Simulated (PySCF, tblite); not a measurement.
# C6H8F2O2: geometry, infrared bands and NMR shifts

Aim: predict the infrared bands and NMR shifts of C6H8F2O2 (`O=C1CC[C@@H](OC(F)F)C1`).

Programs: tblite 0.8.0 and PySCF 2.14.0, with density-fitted response routines of our own. Each step states its level of theory. These are calculated values for one molecule in the gas phase, unless marked as measured. Atoms are numbered from 0 throughout.

## (1) The starting structure

18 atoms, charge 0, multiplicity 1; geometry from: force field or distance geometry start.

Bonds of the start (Å): O0–C1 1.22, C1–C2 1.49, C2–C3 1.51, C3–C4 1.51, C4–O5 1.38, O5–C6 1.40, C6–F7 1.39, C6–F8 1.39, C4–C9 1.52, C9–C1 1.48, C2–H10 1.11, C2–H11 1.14, C3–H12 1.11, C3–H13 1.11, C4–H14 1.12, C6–H15 1.09, C9–H16 1.10, C9–H17 1.09.

## (2) Geometry optimisation with GFN2-xTB

Job settings and geometry (Å):

```
{"job": {"kind": "relax", "xc": "GFN2-xTB", "basis": "xTB"}, "charge": 0, "multiplicity": 1}
O     -1.449700    -2.484800    -0.593800
C     -1.199000    -1.290700    -0.544500
C     -1.804400    -0.283600     0.378500
C     -0.981300     0.971600     0.255100
C      0.328900     0.406200    -0.250900
O      0.993000    -0.338000     0.703200
C      2.294500     0.174800     0.832300
F      2.476700     0.633200     2.134000
F      3.256100    -0.788900     0.565100
C     -0.203400    -0.519600    -1.328400
H     -1.792300    -0.624800     1.431400
H     -2.874900    -0.116900     0.033800
H     -1.460100     1.609200    -0.514300
H     -0.850400     1.495200     1.220500
H      0.980800     1.210200    -0.668300
H      2.436200     1.017600     0.161600
H      0.582900    -1.154300    -1.767100
H     -0.742400     0.090000    -2.059700
```

Launch:

```sh
> OMP_NUM_THREADS=1 python probes_run.py task.json out
```

This one command runs all jobs of the session in turn.

**Question.** This job is followed by: GFN2-xTB harmonic vibrations, gas phase; GIAO PBE0/pcSseg-1 NMR shielding, non-relativistic, gas phase. What will the session give for the following? strongest single infrared mode (GFN2-xTB); zero-point energy (GFN2-xTB); ¹³C shifts against TMS (PBE0/pcSseg-1); ¹H shifts against TMS (PBE0/pcSseg-1); ¹⁷O shifts against H2O (PBE0/pcSseg-1); ¹⁹F shifts against CFCl3 (PBE0/pcSseg-1).

The runs gave:

| quantity | value |
| --- | --- |
| strongest single infrared mode (GFN2-xTB) | 1812 cm⁻¹, 386 km/mol |
| zero-point energy (GFN2-xTB) | 84.5 kcal/mol |
| ¹³C shifts against TMS (PBE0/pcSseg-1) | 219.5, 126.8, 81.8, 47.0, 38.2, 34.3 ppm |
| ¹H shifts against TMS (PBE0/pcSseg-1) | 6.32, 4.46, 2.90, 2.64, 2.45, 2.20, 2.19, 2.06 ppm |
| ¹⁷O shifts against H2O (PBE0/pcSseg-1) | 668.5, 138.2 ppm |
| ¹⁹F shifts against CFCl3 (PBE0/pcSseg-1) | -89.3, -94.4 ppm |

In words: The optimisation took 82 steps and gained 0.840 eV; among the close pairs (by a distance rule), O5–C6 changed most, from 1.405 to 1.340 Å. No mode is imaginary among the 48: a minimum at this level. The strongest single mode, at 1812 cm⁻¹, moves mainly C1 and O0. Unscaled tight-binding wavenumbers are off by several per cent, some by more. Its intensities can rank the bands wrongly. C1 (ketone carbonyl carbon) lies farthest downfield among carbon, at 219.5 ppm; the double bond to the heteroatom, with no lone-pair donor beside it, deshields it most. H15 (hydrogen on an sp3 CH bonded to 2 F and O) lies farthest downfield among hydrogen, at 6.32 ppm; its carbon carries F and O, an electronegative neighbour. At PBE0/pcSseg-1: The largest span, 1312 ppm, is at O0, where the paramagnetic term is -727 ppm.
